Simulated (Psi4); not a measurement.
# GeF2 (SMILES [F][Ge][F]) at M06-2X/def2-TZVPP

Aim: the energy change on altering one bond length of GeF2 at M06-2X/def2-TZVPP, from 2 runs. 

The results are computed with Psi4 1.11.

### 1 The system as given

GeF2: 3 atoms, total charge 0, spin state singlet. As SMILES, `[F][Ge][F]`. Geometry: relaxed at PBE0-D4/def2-TZVP.

Bond lengths: F1–Ge2 1.745 Å, Ge2–F3 1.745 Å. Angles: F1–Ge2–F3 97.2°.

### 2 A single-point energy at M06-2X/def2-TZVPP

The input, calc.in:

```
memory 1600 MB

molecule geom {
  F     -0.675900    -1.101800    -0.497500
  Ge     0.637500    -0.295200     0.320200
  F      0.027600     1.332100     0.164100
  symmetry c1
  no_reorient
  no_com
}

set {
  reference rks
  puream true
  e_convergence 1e-09
  d_convergence 1e-08
  scf_type pk
  dft_radial_points 99
  dft_spherical_points 590
}

e, wfn = energy("m06-2x/def2-TZVPP", return_wfn=True)
oeprop(wfn, "QUADRUPOLE", "DIPOLE", "MULLIKEN_CHARGES")
print_variables()
```

The run is started by

```
$ psi4 calc.in calc.out -n 1
```

calc.out, cut to the lines that bear on the results:

```text
[...]
  Running in c1 symmetry.
[...]
  Nuclear repulsion =  191.062717603408316
[...]
  Multiplicity = 1
[...]
  Nalpha       = 25
  Nbeta        = 25
[...]
    Number of basis functions: 110
[...]
   @RKS iter   1: -2275.65544059656213   -3.00530e+00   2.55635e-02 DIIS/ADIIS
[...]
   @RKS iter  11: -2276.80211312443862   -9.09495e-13   9.18452e-09 DIIS
[...]
    Orbital Energies [Eh]
    ---------------------
    Doubly Occupied:
       1A   -401.081608     2A    -50.587692     3A    -45.112574
       4A    -45.110631     5A    -45.109862     6A    -25.223517
       7A    -25.223501     8A     -6.557397     9A     -4.723559
      10A     -4.718156    11A     -4.714545    12A     -1.466789
      13A     -1.466045    14A     -1.459704    15A     -1.455920
      16A     -1.451148    17A     -1.307712    18A     -1.281698
      19A     -0.636867    20A     -0.549707    21A     -0.529942
      22A     -0.525376    23A     -0.501968    24A     -0.491208
      25A     -0.370998
[...]
  @RKS Final Energy: -2276.80211312443862
   => Energetics <=
    Nuclear Repulsion Energy =            191.0627176034083163
    One-Electron Energy =               -3554.7619024062191784
    Two-Electron Energy =                1134.2107214524569372
    DFT Exchange-Correlation Energy =     -47.3136497740848654
    Empirical Dispersion Energy =           0.0000000000000000
    VV10 Nonlocal Energy =                  0.0000000000000000
    Total Energy =                      -2276.8021131244390745
[...]
 Multipole Moments:
 ------------------------------------------------------------------------------------
     Multipole            Electronic (a.u.)      Nuclear  (a.u.)        Total (a.u.)
 ------------------------------------------------------------------------------------
 L = 1.  Multiply by 2.5417464519 to convert [e a0] to [Debye]
 Dipole X            :        -26.6927487           27.5244279            0.8316793
 Dipole Y            :         13.5792895          -13.9342735           -0.3549840
 Dipole Z            :        -13.2714945           13.6925776            0.4210830
 Magnitude           :                                                    0.9975044
 L = 2.  Multiply by 1.3450342976 to convert [e a0^2] to [Debye ang]
 Quadrupole XX       :        -80.6365008           61.1488541          -19.4876467
 Quadrupole XY       :         -4.3019895            3.6109651           -0.6910244
[...]
  Mulliken Charges: (a.u.)
   Center  Symbol    Alpha    Beta     Spin     Total
       1     F     4.70071  4.70071  0.00000 -0.40143
       2    GE    15.59855 15.59855  0.00000  0.80289
       3     F     4.70073  4.70073  0.00000 -0.40147
   Total alpha = 25.00000, Total beta = 25.00000, Total charge =  0.00000
  Variable Map:
  ----------------------------------------------------------------------------
  "CURRENT ENERGY"              =>   -2276.802113124439
  "CURRENT REFERENCE ENERGY"    =>   -2276.802113124439
  "DD SOLVATION ENERGY"         =>       0.000000000000
[...]
```

Wall time 12 s (1 thread of Intel Xeon 6975P-C (Granite Rapids), shared host); peak memory 0.55 GiB.

### 3 The distorted shape: energy and forces at M06-2X/def2-TZVPP

The input, calc.inp:

```
memory 1600 mb

molecule {
  0 1
  F     -0.872912    -1.222792    -0.620157
  Ge     0.637500    -0.295200     0.320200
  F      0.027600     1.332100     0.164100
  symmetry c1
  no_reorient
  no_com
}

set puream true
set e_convergence 1e-09
set d_convergence 1e-08
set scf_type pk
set dft_radial_points 99
set dft_spherical_points 590

e_tot = gradient("m06-2x/def2-TZVPP")
```

The run is started by

```
$ psi4 -n 1 calc.inp calc.out
```

calc.out, cut to the lines that bear on the results:

```text
[...]
  Running in c1 symmetry.
[...]
  Nuclear repulsion =  178.498649610098312
[...]
  Multiplicity = 1
[...]
  Nalpha       = 25
  Nbeta        = 25
[...]
    Number of basis functions: 110
[...]
   @RKS iter   1: -2275.65435235366112   -3.26415e+00   2.54084e-02 ADIIS/DIIS
[...]
   @RKS iter  12: -2276.77915744053689   -2.27374e-12   2.34106e-09 DIIS
[...]
  @RKS Final Energy: -2276.77915744053689
   => Energetics <=
    Nuclear Repulsion Energy =            178.4986496100983118
    One-Electron Energy =               -3529.3080753156800711
    Two-Electron Energy =                1121.3123487422978997
    DFT Exchange-Correlation Energy =     -47.2820804772528902
    Empirical Dispersion Energy =           0.0000000000000000
    VV10 Nonlocal Energy =                  0.0000000000000000
    Total Energy =                      -2276.7791574405364372
[...]
 Multipole Moments:
 ------------------------------------------------------------------------------------
     Multipole            Electronic (a.u.)      Nuclear  (a.u.)        Total (a.u.)
 ------------------------------------------------------------------------------------
 L = 1.  Multiply by 2.5417464519 to convert [e a0] to [Debye]
 Dipole X            :        -22.8526192           24.1737394            1.3211202
 Dipole Y            :         15.9629327          -15.9920492           -0.0291165
 Dipole Z            :        -10.8778588           11.6064843            0.7286255
 Magnitude           :                                                    1.5090068
[...]
  -Total Gradient:
     Atom            X                  Y                   Z
    ------   -----------------  -----------------  -----------------
       1       -0.054135385500    -0.034016253846    -0.033789787162
       2        0.057071418799     0.024826099997     0.034389732395
       3       -0.002789721897     0.009336833212    -0.000502506703
[...]
```

Wall time 20 s (1 thread of Intel Xeon 6975P-C (Granite Rapids), shared host); peak memory 0.56 GiB.

### 4 Summary of results

At M06-2X/def2-TZVPP:

```
                                                          quantity           value
                                         first shape: total energy  -2276.80211 Eh
                                        first shape: dipole moment          2.54 D
                                          first shape: HOMO energy       -10.10 eV
                                          first shape: LUMO energy        -1.73 eV
                                        first shape: HOMO–LUMO gap         8.36 eV
                                     distorted shape: total energy  -2276.77916 Eh
                                    distorted shape: dipole moment          3.84 D
                                      distorted shape: HOMO energy       -10.56 eV
                                      distorted shape: LUMO energy        -2.28 eV
                                    distorted shape: HOMO–LUMO gap         8.28 eV
                         distorted shape: largest force on an atom      3.719 eV/Å
energy change with the F1–Ge2 bond stretched from 1.745 to 2.007 Å        0.625 eV
```

With the F1–Ge2 bond stretched from 1.745 to 2.007 Å the energy rises by 0.62 eV (14.4 kcal/mol). The first shape isn't relaxed at this level, so the change isn't measured from a minimum. Mulliken charges (first shape) run from -0.40 on F3 to +0.80 on Ge2.
